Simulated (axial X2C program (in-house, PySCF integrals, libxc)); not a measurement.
# AsB⁺: from the state search to constants

What are the state, bond length, wavenumber and bond energy of AsB⁺, and what does spin–orbit coupling change?

Method: all-electron X2C, As dyall-cv3z, B dyall-v3z; program: an in-house X2C program for linear molecules on PySCF integrals.

All values are calculated.

## Step 1: The job

task.json

```json
{
 "zs": [
  33,
  5
 ],
 "q": 1,
 "bas": [
  "dyall-cv3z",
  "dyall-v3z"
 ],
 "levels": [
  "PBE0",
  "HF",
  "PW91"
 ],
 "cc": true,
 "r0": 2.06,
 "thr": -2.0,
 "nmax": 90,
 "npts": 10,
 "nst": 2,
 "ntry": 6
}
```

Keys: zs atomic numbers; q charge; bas basis sets; levels methods (HF also brings MP2); cc coupled cluster on or off; r0 starting distance in Å; thr threshold in hartree for freezing inner shells (an s shell follows its p shell); nmax most natural virtual spinors; npts points asked for on the curve; nst determinants followed; ntry starts of the search.

Command:

```sh
python so2c.py task.json out
```

Spin-free means the one-electron spin-free X2C Hamiltonian; two-component (2c) means X2C with spin–orbit coupling and atomic mean-field two-electron Coulomb and Gaunt terms. Basis: As dyall-cv3z contracted to [9s9p6d4f1g], B dyall-v3z contracted to [7s6p2d1f]; Gaussian nuclei, density fitting. Masses: As 74.922 u, B 11.009 u.

Notation: σ, π±, δ± give the projection m of an orbital's angular momentum (0, ±1, ±2), α and β its spin, Λ and M_S the sums; ω is the projection of a spinor's total angular momentum and Ω the sum. Logs are in hartree.

The results follow Hamiltonian by Hamiltonian and level by level.

## Step 2: Which state to follow

PBE0 moves the distance from 2.060 Å to 1.971 Å and compares determinants there.

Spin-free determinants:

```
ΔE (eV)             state                          open shells
   0.00  M_S = 3/2, Λ = 0   beyond closed shells: σα, π+α, π-α
   0.31  M_S = 1/2, Λ = 0   beyond closed shells: σβ, π+α, π-α
   0.97  M_S = 1/2, Λ = 0   beyond closed shells: σα, π+β, π-α
   0.97  M_S = 1/2, Λ = 2   beyond closed shells: σα, π+α, π+β
   1.48  M_S = 1/2, Λ = 1  beyond closed shells: π+α, π+β, π-α
   2.76  M_S = 1/2, Λ = 1            beyond closed shells: π+α
   3.24  M_S = 3/2, Λ = 1   beyond closed shells: 2 × π+α, π-α
```

Two-component determinants:

```
ΔE (eV)    state                                  open shells
   0.00  Ω = 3/2                excess of +ω over −ω: ω = 3/2
   0.32  Ω = 1/2  excess of +ω over −ω: 2 × ω = -1/2, ω = 3/2
   0.83  Ω = 1/2                excess of +ω over −ω: ω = 1/2
   0.96  Ω = 5/2   excess of +ω over −ω: 2 × ω = 1/2, ω = 3/2
   1.10  Ω = 1/2                excess of +ω over −ω: ω = 1/2
   3.28  Ω = 5/2  excess of +ω over −ω: ω = -1/2, 2 × ω = 3/2
   3.87  Ω = 7/2   excess of +ω over −ω: ω = 1/2, 2 × ω = 3/2
```

## Step 3: PBE0, spin-free

State followed: M_S = 3/2, Λ = 0 (beyond closed shells: σα, π+α, π-α). The scan is laid around 1.971 Å, a first estimate of the minimum, and this SCF restarts from the orbitals of the search.

Output at 1.971 Å:

```text
spin-free X2C-1e  PBE0
basis functions 145  fitting functions 854  grid points 5077
iter        total energy     max residual
   1      -2284.930895500     3.09e-05
   2      -2284.930895517     2.34e-05
   3      -2284.930895521     1.62e-05
converged
one-electron -3256.14579031  Coulomb 1014.70354168  exact exchange -21.55669201  xc functional -66.23141698  nuclear repulsion 44.29946210
```

Along the bond, energies from the lowest point:

```
R (Å)  E (eV)  μ (D)  HOMO (eV)  LUMO (eV)  iterations
1.715  0.7039   1.75     -14.75     -11.67          25
1.794  0.2864   1.93     -14.75     -11.41          22
1.853  0.1108   2.08     -14.75     -11.23          18
1.912  0.0225   2.23     -14.74     -11.06          16
1.971  0.0000   2.38     -14.73     -10.90           3
2.040  0.0330   2.57     -14.61     -10.73          18
2.109  0.1089   2.76     -14.42     -10.56          16
2.198  0.2428   3.02     -14.21     -10.37          16
2.306  0.4299   3.35     -13.99     -10.26          17
2.464  0.7025   3.88     -13.71     -10.28          18
```

Dipoles are positive if B is the positive end and refer to the centre of mass.

Outer orbitals at the reference distance:

```json
{"symmetry": "σα", "occupied": "yes", "ε (eV)": "-25.85", "atomic character": "62% As s, 17% B s, 14% B p"}
{"symmetry": "σβ", "occupied": "yes", "ε (eV)": "-23.65", "atomic character": "61% As s, 18% B s, 14% B p"}
{"symmetry": "σα", "occupied": "yes", "ε (eV)": "-18.84", "atomic character": "45% B s, 33% As p, 14% As s"}
{"symmetry": "σβ", "occupied": "yes", "ε (eV)": "-16.91", "atomic character": "44% As p, 31% B s, 17% As s"}
{"symmetry": "π+α", "occupied": "yes", "ε (eV)": "-14.81", "atomic character": "68% As p, 27% B p, 4% B d"}
{"symmetry": "π-α", "occupied": "yes", "ε (eV)": "-14.81", "atomic character": "68% As p, 27% B p, 4% B d"}
{"symmetry": "σα", "occupied": "yes", "ε (eV)": "-14.73", "atomic character": "53% B p, 27% As p, 15% B s"}
{"symmetry": "π-β", "occupied": "no", "ε (eV)": "-10.90", "atomic character": "64% As p, 32% B p, 4% B d"}
{"symmetry": "π+β", "occupied": "no", "ε (eV)": "-10.90", "atomic character": "64% As p, 32% B p, 4% B d"}
{"symmetry": "σβ", "occupied": "no", "ε (eV)": "-9.81", "atomic character": "45% B p, 31% B s, 18% As p"}
{"symmetry": "π+α", "occupied": "no", "ε (eV)": "-9.13", "atomic character": "64% B p, 24% As p, 8% As d"}
```

PBE0 fields in the half plane through the axis: z from -2.4 to 4.2 Å across, distance from the axis 0.15 to 2.25 Å upwards; As lies at z = 0 and B at z = 1.971 Å; the ELF is damped to zero where the density is low.

log10 density (e/bohr³). Ten even steps from '0' (-5.13 ) to '9' (1.40 ):
```
00112222222222222111000
01122333333333332222110
11223344444443333332211
12234445554444444433221
12334555555555555443321
22345566666555555544322
23345667876666666554332
23445678987666786654432
```

ELF. Ten even steps from ' ' (0.00 ) to '@' (0.99 ):
```
            ..........                        
        ..::--====--::::....    ..            
      ..--++******++==----::::::--==--..      
    ..==**##%%%%##****++++====++**####**::    
    --**##%%%%##**************##%%@@@@@@##::  
  ..++##%%%%**--::::==##%%%%**##@@@@@@@@@@++  
  ::**%%%%##::--++--..**%%##    %%@@@@@@@@%%..
  --**%%%%**::##::##..++@@--%%@@--@@@@@@@@%%::
```

Re = 1.966 Å, ωe = 629 cm⁻¹, ωexe = 7.04 cm⁻¹, Be = 0.4543 cm⁻¹, De = 2.91 eV, μ = 2.37 D.

## Step 4: HF, spin-free

Output at 1.971 Å:

```text
spin-free X2C-1e  HF
basis functions 145  fitting functions 854  grid points 5077
iter        total energy     max residual
   1      -2283.369554571     2.64e-01
   2      -2283.391863356     1.02e-02
   3      -2283.393642172     2.05e-02
   4      -2283.394177872     8.64e-03
   5      -2283.394308280     2.00e-03
   6      -2283.394330797     1.22e-03
   7      -2283.394336897     2.69e-04
   8      -2283.394338407     1.66e-04
   9      -2283.394338664     8.36e-05
  10      -2283.394338729     3.04e-05
  11      -2283.394338750     2.20e-05
  12      -2283.394338757     1.22e-05
  13      -2283.394338758     2.64e-06
converged
one-electron -3256.66334442  Coulomb 1015.31641084  exact exchange -86.34686728  xc functional 0.00000000  nuclear repulsion 44.29946210
```

Re = 1.976 Å, ωe = 534 cm⁻¹, ωexe = 15.6 cm⁻¹, Be = 0.45 cm⁻¹, De = 1.70 eV, μ = 3.30 D.

## Step 5: PW91, spin-free

Output at 1.971 Å:

```text
spin-free X2C-1e  PW91
basis functions 145  fitting functions 854  grid points 5077
iter        total energy     max residual
   1      -2285.413689405     1.04e-01
   2      -2285.416331499     1.29e-02
   3      -2285.417299228     1.78e-02
   4      -2285.417472756     2.47e-03
   5      -2285.417485437     2.61e-03
   6      -2285.417497660     6.65e-04
   7      -2285.417497878     5.97e-05
   8      -2285.417497890     2.97e-05
   9      -2285.417497892     1.14e-05
converged
one-electron -3255.93789853  Coulomb 1014.47760932  exact exchange 0.00000000  xc functional -88.25667079  nuclear repulsion 44.29946210
```

Re = 1.984 Å, ωe = 613 cm⁻¹, ωexe = 5.8 cm⁻¹, Be = 0.446 cm⁻¹, De = 3.22 eV, μ = 2.19 D.

## Step 6: Correlated methods, spin-free

Correlated methods: 7 electrons correlated (frozen shells, counted by type: As 3 s, 2 p, 1 d; B 1 s), 211 virtual spinors in MP2, 89 natural virtuals in coupled cluster.

Output of the correlated part at 1.971 Å:

```text
correlated 7  virtual 211  natural virtual 89  E(MP2) -0.127160480  MP2 remainder -0.002502249
iter   CCSD correlation   residual
   1     -0.141747235   1.17e-01
   2     -0.149474952   5.54e-02
   3     -0.151152638   2.51e-02
   4     -0.151785237   1.24e-02
   5     -0.151916474   3.96e-03
   6     -0.151919510   1.42e-03
   7     -0.151932770   6.51e-04
   8     -0.151934939   3.08e-04
   9     -0.151934481   1.34e-04
  10     -0.151935196   4.63e-05
  11     -0.151935617   1.83e-05
  12     -0.151935799   6.13e-06
  13     -0.151935866   2.56e-06
  14     -0.151935892   1.24e-06
  15     -0.151935915   5.40e-07
  16     -0.151935921   2.11e-07
(T) -0.008114423  T1 0.0478  D1 0.0703  max T2 0.069
```

T1 in the output is the amplitude norm over the root of the electron number; divide by √2 for the Lee–Taylor value.

MP2: Re = 1.960 Å, ωe = 651 cm⁻¹, Be = 0.4572 cm⁻¹, De = 2.15 eV.

CCSD: Re = 1.999 Å, ωe = 551 cm⁻¹, ωexe = 8.55 cm⁻¹, Be = 0.4394 cm⁻¹, De = 1.90 eV. T1 at Re = 0.035 (Lee–Taylor, the printed value over √2).

CCSD(T): Re = 2.001 Å, ωe = 573 cm⁻¹, ωexe = 7.52 cm⁻¹, Be = 0.4386 cm⁻¹, De = 2.04 eV. T1 at Re = 0.035 (Lee–Taylor, the printed value over √2).

## Step 7: A higher determinant, spin-free

State: M_S = 1/2, Λ = 0 (beyond closed shells: σβ, π+α, π-α).

Output at the reference distance:

```text
spin-free X2C-1e  PBE0
basis functions 145  fitting functions 854  grid points 5077
iter        total energy     max residual
   1      -2284.919372988     3.43e-05
   2      -2284.919373000     1.62e-05
   3      -2284.919373001     1.14e-05
converged
one-electron -3256.17515124  Coulomb 1014.73646198  exact exchange -21.55491769  xc functional -66.22522815  nuclear repulsion 44.29946210
```

```csv
R (Å),E above the lowest PBE0 point (eV)
1.715,1.076
1.794,0.637
1.853,0.447
1.912,0.346
1.971,0.314
2.040,0.339
2.109,0.413
2.198,0.551
2.306,0.754
```

Re = 1.976 Å, ωe = 633 cm⁻¹, ωexe = 5.59 cm⁻¹, Be = 0.4498 cm⁻¹, μ = 2.51 D. ⟨S²⟩ = 1.76 against 0.75 for a pure state, so this determinant mixes spins. Te = 0.31 eV.

## Step 8: The spin-free curves together

Energy (eV) of the followed determinant, spin-free, from each level's lowest point:

```
R (Å)   PBE0     HF    MP2   CCSD  CCSD(T)   PW91
1.715  0.704  0.672  0.711    n/a      n/a  0.777
1.794  0.286  0.270  0.284  0.347    0.367  0.337
1.853  0.111  0.106  0.105  0.153    0.164  0.144
1.912  0.023  0.024  0.018  0.045    0.049  0.038
1.971  0.000  0.000  0.000  0.000    0.000  0.000
2.040  0.033  0.017  0.040  0.004    0.003  0.017
2.109  0.109  0.062  0.119  0.047    0.049  0.082
2.198  0.243  0.136  0.249  0.135    0.147  0.208
2.306  0.430  0.237  0.416    n/a      n/a  0.394
2.464  0.702  0.388  0.650    n/a      n/a  0.678
```

## Step 9: PBE0, 2c

State followed: Ω = 3/2 (excess of +ω over −ω: ω = 3/2). The scan is laid around 1.971 Å, a first estimate of the minimum, and this SCF restarts from the orbitals of the search.

Output at 1.971 Å:

```text
two-component X2C + atomic mean field  PBE0
basis functions 145  fitting functions 854  grid points 5077
iter        total energy     max residual
   1      -2284.186762846     6.46e-05
   2      -2284.186762913     3.70e-05
   3      -2284.186762943     3.24e-05
   4      -2284.186762950     1.43e-05
converged
one-electron -3254.21951141  Coulomb 1014.29217568  exact exchange -21.54803362  xc functional -66.20519328  nuclear repulsion 44.29946210  atomic mean-field constant -0.80566242
```

Along the bond, energies from the lowest point:

```csv
R (Å),E (eV),μ (D),HOMO (eV),LUMO (eV),iterations
1.715,0.7034,1.76,-14.75,-11.73,29
1.794,0.2867,1.93,-14.76,-11.47,25
1.853,0.1112,2.07,-14.75,-11.29,21
1.912,0.0228,2.22,-14.74,-11.12,19
1.971,0.0000,2.38,-14.73,-10.96,4
2.040,0.0325,2.56,-14.52,-10.79,19
2.109,0.1079,2.75,-14.34,-10.62,16
2.198,0.2410,3.01,-14.12,-10.43,17
2.306,0.4271,3.34,-13.90,-10.26,17
2.464,0.6982,3.87,-13.61,-10.28,20
```

Dipoles are positive if B is the positive end and refer to the centre of mass.

Outer spinors at the reference distance:

```tsv
ω	occupied	ε (eV)	atomic character	λ mixture
1/2	yes	-25.85	62% As s, 17% B s, 14% B p	100% σ
-1/2	yes	-23.66	61% As s, 18% B s, 14% B p	100% σ
1/2	yes	-18.83	45% B s, 33% As p, 14% As s	100% σ
-1/2	yes	-16.92	44% As p, 31% B s, 17% As s	100% σ
-1/2	yes	-14.88	69% As p, 26% B p, 4% B d	100% π
1/2	yes	-14.73	53% B p, 27% As p, 15% B s	100% σ
3/2	yes	-14.73	66% As p, 28% B p, 4% B d	100% π
1/2	no	-10.96	64% As p, 31% B p, 4% B d	100% π
-3/2	no	-10.84	62% As p, 33% B p, 4% B d	100% π
-1/2	no	-9.81	45% B p, 31% B s, 18% As p	100% σ
-1/2	no	-9.15	65% B p, 23% As p, 8% As d	100% π
```

PBE0 fields in the half plane through the axis: z from -2.4 to 4.2 Å across, distance from the axis 0.15 to 2.25 Å upwards; As lies at z = 0 and B at z = 1.971 Å; the ELF is damped to zero where the density is low.

log10 density (e/bohr³). Ten even steps from '0' (-5.13 ) to '9' (1.40 ):
```
00112222222222222111000
01122333333333332222110
11223344444443333332211
12234445554444444433221
12334555555555555443321
22345566666555555544322
23345667876666666554332
23445678987666786654432
```

ELF. Ten even steps from '0' (0.00 ) to '9' (0.99 ):
```
00000011111000000000000
00001234432211001000000
00013566654332223431000
00146788766554456776200
00367887666666678999720
01578863224788679999950
02688723531687008999981
03688627271593893999982
```

Re = 1.967 Å, ωe = 628 cm⁻¹, ωexe = 7.06 cm⁻¹, Be = 0.4541 cm⁻¹, De = 2.90 eV, μ = 2.37 D.

## Step 10: HF, 2c

The SCF at the reference distance of 1.971 Å:

```text
two-component X2C + atomic mean field  HF
basis functions 145  fitting functions 854  grid points 5077
iter        total energy     max residual
   1      -2282.625670524     2.64e-01
   2      -2282.647990882     1.01e-02
   3      -2282.649785503     2.05e-02
   4      -2282.650329053     8.74e-03
   5      -2282.650464493     2.02e-03
   6      -2282.650489633     1.31e-03
   7      -2282.650497818     3.13e-04
   8      -2282.650500822     2.60e-04
   9      -2282.650502010     2.10e-04
  10      -2282.650502816     8.03e-05
  11      -2282.650503296     7.19e-05
  12      -2282.650503502     6.37e-05
  13      -2282.650503561     3.09e-05
  14      -2282.650503579     1.57e-05
  15      -2282.650503586     1.21e-05
  16      -2282.650503589     5.54e-06
  17      -2282.650503589     1.67e-06
converged
one-electron -3254.73205014  Coulomb 1014.90007810  exact exchange -86.31233124  xc functional 0.00000000  nuclear repulsion 44.29946210  atomic mean-field constant -0.80566242
```

Re = 1.976 Å, ωe = 532 cm⁻¹, ωexe = 15.7 cm⁻¹, Be = 0.4497 cm⁻¹, De = 1.69 eV, μ = 3.29 D.

## Step 11: PW91, 2c

The SCF at the reference distance of 1.971 Å:

```text
two-component X2C + atomic mean field  PW91
basis functions 145  fitting functions 854  grid points 5077
iter        total energy     max residual
   1      -2284.669221596     1.07e-01
   2      -2284.671886451     1.29e-02
   3      -2284.672843011     1.82e-02
   4      -2284.673014534     2.48e-03
   5      -2284.673027722     2.72e-03
   6      -2284.673040256     6.71e-04
   7      -2284.673040608     6.27e-05
   8      -2284.673040681     1.01e-04
   9      -2284.673040704     1.39e-05
  10      -2284.673040705     1.60e-06
converged
one-electron -3254.01348446  Coulomb 1014.06792387  exact exchange 0.00000000  xc functional -88.22127981  nuclear repulsion 44.29946210  atomic mean-field constant -0.80566242
```

Re = 1.985 Å, ωe = 612 cm⁻¹, ωexe = 5.83 cm⁻¹, Be = 0.4459 cm⁻¹, De = 3.22 eV, μ = 2.18 D.

## Step 12: Correlated methods, 2c

Correlated methods: 7 electrons correlated (frozen shells, counted by type: As 3 s, 2 p, 1 d; B 1 s), 211 virtual spinors in MP2, 90 natural virtuals in coupled cluster.

Output of the correlated part at 1.971 Å:

```text
correlated 7  virtual 211  natural virtual 90  E(MP2) -0.127124960  MP2 remainder -0.002415836
iter   CCSD correlation   residual
   1     -0.141776462   1.17e-01
   2     -0.149522603   5.57e-02
   3     -0.151216315   2.54e-02
   4     -0.151857138   1.26e-02
   5     -0.151991236   4.16e-03
   6     -0.151995986   1.73e-03
   7     -0.152012700   1.04e-03
   8     -0.152016187   6.82e-04
   9     -0.152015019   4.36e-04
  10     -0.152015758   2.58e-04
  11     -0.152017830   1.56e-04
  12     -0.152018309   7.69e-05
  13     -0.152018613   3.72e-05
  14     -0.152018541   1.83e-05
  15     -0.152018670   9.61e-06
  16     -0.152018770   5.42e-06
  17     -0.152018847   3.22e-06
  18     -0.152018861   1.83e-06
(T) -0.008136248  T1 0.0486  D1 0.0704  max T2 0.067
```

MP2: Re = 1.960 Å, ωe = 650 cm⁻¹, Be = 0.457 cm⁻¹, De = 2.15 eV.

CCSD: Re = 2.000 Å, ωe = 548 cm⁻¹, Be = 0.4389 cm⁻¹, De = 1.90 eV. T1 at Re = 0.036 (Lee–Taylor, the printed value over √2).

CCSD(T): Re = 2.002 Å, ωe = 568 cm⁻¹, ωexe = 7.08 cm⁻¹, Be = 0.4382 cm⁻¹, De = 2.04 eV. T1 at Re = 0.036 (Lee–Taylor, the printed value over √2).

## Step 13: A higher determinant, 2c

State: Ω = 1/2 (excess of +ω over −ω: 2 × ω = -1/2, ω = 3/2).

Output at the reference distance:

```text
two-component X2C + atomic mean field  PBE0
basis functions 145  fitting functions 854  grid points 5077
iter        total energy     max residual
   1      -2284.175066012     1.61e-05
   2      -2284.175066014     7.40e-06
converged
one-electron -3254.24561904  Coulomb 1014.32216602  exact exchange -21.54632358  xc functional -66.19908910  nuclear repulsion 44.29946210  atomic mean-field constant -0.80566242
```

| R (Å) | E above the lowest PBE0 point (eV) |
| --- | --- |
| 1.715 | 1.082 |
| 1.794 | 0.643 |
| 1.853 | 0.452 |
| 1.912 | 0.351 |
| 1.971 | 0.318 |
| 2.040 | 0.344 |
| 2.109 | 0.417 |
| 2.198 | 0.555 |
| 2.306 | 0.758 |

Re = 1.976 Å, ωe = 632 cm⁻¹, ωexe = 5.59 cm⁻¹, Be = 0.4496 cm⁻¹, μ = 2.50 D. Te = 0.32 eV.

## Step 14: The 2c curves together

Energy (eV) of the followed determinant, 2c, from each level's lowest point:

```
R (Å)   PBE0     HF    MP2   CCSD  CCSD(T)   PW91
1.715  0.703  0.674  0.712    n/a      n/a  0.773
1.794  0.287  0.271  0.285  0.348    0.368  0.336
1.853  0.111  0.106  0.106  0.154    0.165  0.144
1.912  0.023  0.024  0.019  0.045    0.049  0.038
1.971  0.000  0.000  0.000  0.000    0.000  0.000
2.040  0.033  0.017  0.039  0.003    0.002  0.017
2.109  0.108  0.061  0.118  0.045    0.047  0.081
2.198  0.241  0.135  0.247  0.133    0.145  0.206
2.306  0.427  0.235  0.414    n/a      n/a  0.392
2.464  0.698  0.385  0.647    n/a      n/a  0.674
```

Time for the job: 1.7 min (1 thread of Arm Neoverse V1, shared host); peak memory 0.46 GiB.

## Step 15: Constants

Lowest determinant that the search found at its distance, spin-free: M_S = 3/2, Λ = 0 (beyond closed shells: σα, π+α, π-α).

Lowest determinant that the search found at its distance, 2c: Ω = 3/2 (excess of +ω over −ω: ω = 3/2).

```json
{"Hamiltonian": "spin-free", "level": "PBE0", "Re (Å)": "1.966", "ωe (cm⁻¹)": "629", "De (eV)": "2.91", "μ (D)": "2.37"}
{"Hamiltonian": "spin-free", "level": "HF", "Re (Å)": "1.976", "ωe (cm⁻¹)": "534", "De (eV)": "1.70", "μ (D)": "3.30"}
{"Hamiltonian": "spin-free", "level": "MP2", "Re (Å)": "1.960", "ωe (cm⁻¹)": "651", "De (eV)": "2.15", "μ (D)": "n/a"}
{"Hamiltonian": "spin-free", "level": "CCSD", "Re (Å)": "1.999", "ωe (cm⁻¹)": "551", "De (eV)": "1.90", "μ (D)": "n/a"}
{"Hamiltonian": "spin-free", "level": "CCSD(T)", "Re (Å)": "2.001", "ωe (cm⁻¹)": "573", "De (eV)": "2.04", "μ (D)": "n/a"}
{"Hamiltonian": "spin-free", "level": "PW91", "Re (Å)": "1.984", "ωe (cm⁻¹)": "613", "De (eV)": "3.22", "μ (D)": "2.19"}
{"Hamiltonian": "2c", "level": "PBE0", "Re (Å)": "1.967", "ωe (cm⁻¹)": "628", "De (eV)": "2.90", "μ (D)": "2.37"}
{"Hamiltonian": "2c", "level": "HF", "Re (Å)": "1.976", "ωe (cm⁻¹)": "532", "De (eV)": "1.69", "μ (D)": "3.29"}
{"Hamiltonian": "2c", "level": "MP2", "Re (Å)": "1.960", "ωe (cm⁻¹)": "650", "De (eV)": "2.15", "μ (D)": "n/a"}
{"Hamiltonian": "2c", "level": "CCSD", "Re (Å)": "2.000", "ωe (cm⁻¹)": "548", "De (eV)": "1.90", "μ (D)": "n/a"}
{"Hamiltonian": "2c", "level": "CCSD(T)", "Re (Å)": "2.002", "ωe (cm⁻¹)": "568", "De (eV)": "2.04", "μ (D)": "n/a"}
{"Hamiltonian": "2c", "level": "PW91", "Re (Å)": "1.985", "ωe (cm⁻¹)": "612", "De (eV)": "3.22", "μ (D)": "2.18"}
```

Dipoles are positive if B is the positive end and refer to the centre of mass.

Time per point (s) on 1 thread of Arm Neoverse V1, shared host (2c runs; CCSD comes with the CCSD(T) run); the times are rough: PBE0 0.68, HF 0.52, MP2 0.58, CCSD(T) 2.9, PW91 0.42.

In words: At CCSD(T), going from spin-free to two-component changes Re by +1 mÅ, ωe by -0.8 %; the spin-free picture holds up (part of it comes from the scalar share of the two-electron terms). De moves by 0.00 eV; both De rest on single-determinant atoms, which can miss part of an open shell's spin–orbit lowering.

De refers to As + B+, each in the lowest determinant found, which need not be this curve's own limit. The state is a single determinant with fixed occupations, the lowest that a limited PBE0 search found. Dissociation energies refer to the lowest single-determinant-based atoms at the same level and basis. Density functionals use the spin component along the axis (collinear). Coupled cluster ran in a truncated set of natural virtual spinors; the MP2 energy of the rest was added. With several unpaired electrons one determinant need not be a pure state. T1 at Re is 0.036 (Lee–Taylor), above the customary mark of 0.02.
